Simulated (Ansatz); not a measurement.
**SeS2 (singlet): the correlation ladder at a displaced geometry (v1), cc-pVDZ**

One table from this session's results is given with a row withheld; the runs are named, their logs left out.

Computed with Ansatz 0.2.0, Gaussian basis. Level: cc-pVDZ, core rule «outside noble gas», up to 24 orbitals frozen.

To be run: UHF; CCSD(T) on RHF; CCSD(T) on UHF; BCCD(T) on RHF; CISD; CCSDT(Q) on RHF; CCSDT(Q) on UHF; CASSCF and MRCISD+Q, 12 electrons in 9 orbitals; CASSCF and NEVPT2, 12 electrons in 9 orbitals.

14 further runs of the same task are left out: 6 that didn't finish, 8 set aside as unsound or not needed. Runs told in other sessions of the task aren't counted.

### The geometry

The geometry is a PBE0/def2-TZVP stationary point (not a proven minimum) with its atoms shifted at random (size 0.040 Å). No spin-orbit coupling is included. The filled d shell of Se may be among the frozen orbitals whatever the setting's name suggests.

3 atoms, charge 0, spin multiplicity 1.

Atoms are counted from 1 here; the program's logs count them from 0.

Bond lengths: Se1–S2 2.045 Å, Se1–S3 2.023 Å. Angles: S2–Se1–S3 114.0°.

Set-up of the first run:

The input, in.yaml:

```yaml
crystal:
  periodic: [false, false, false]
  atoms:
    - {symbol: Se, position_ang: [-0.010375, -0.496155, 0.014548]}
    - {symbol: S, position_ang: [-0.011208, 0.581235, -1.723141]}
    - {symbol: S, position_ang: [0.036756, 0.640545, 1.687317]}
basis:
  gaussian: {orbitals: cc-pVDZ}
magnetization: {spin_polarized: true, initial_magnetization: 0}
hamiltonian: {xc: hf}
output: {orbitals: {seedname: orbitals}}
```

Started as:

```
> ansatz run in.yaml --threads 1 --pin off --events-out ev --progress --plain --max-ram 2393MiB
```

Among the steps run: UHF; CCSD(T) on RHF; CCSD(T) on UHF; BCCD(T) on RHF; CISD; CCSDT(Q) on RHF; CCSDT(Q) on UHF; CASSCF and MRCISD+Q, 12 electrons in 9 orbitals; CASSCF and NEVPT2, 12 electrons in 9 orbitals.

One table of the session follows, with a row left open; its other results are not shown here.

It belongs to the step «Misses and costs». 

| method | from RCCSDT(Q) (meV) |
| --- | --- |
| RHF | +11943.1 |
| UHF | +11192.3 |
| RMP2 | +1250.7 |
| UMP2 | +1991.2 |
| CISD | +2264.2 |
| RCCSD | +729.5 |
| UCCSD | +759.4 |
| RCCSD(T) | +116.1 |
| UCCSD(T) | +263.3 |
| BCCD(T) | +109.2 |
| RCCSDT | ? |
| UCCSDT | +97.5 |
| RCCSDT(Q) | 0 |
| UCCSDT(Q) | -19.3 |
| CASSCF valence | +9300.9 |
| NEVPT2 valence | +1405.6 |
| MRCISD valence | +1210.4 |
| MRCISD+Q valence | +140.3 |

Estimate the missing values for RCCSDT.

The run gave: from RCCSDT(Q) (meV): +85.4. In the column «from RCCSDT(Q) (meV)» it lies between RCCSDT(Q) (0) and UCCSDT (+97.5).

To keep in mind: The determinant of HF (⟨S²⟩ 0.85) is far from a pure spin state, so its energy mixes those of several spin states; that is harmless only where they are near-degenerate. The determinant of CCSD(T) (⟨S²⟩ 0.85) is far from a pure spin state, so its energy mixes those of several spin states; high orders of coupled cluster remove much of that, low ones don't. The determinant of CCSDT(Q) (⟨S²⟩ 0.85) is far from a pure spin state, so its energy mixes those of several spin states; high orders of coupled cluster remove much of that, low ones don't. Warnings: restricted reference is unstable; spin contamination; large T1 diagnostic. Restricted and unrestricted rows rest on different reference determinants; a gap between their highest levels can come from leftover correlation error, from unlike frozen cores or from another state.
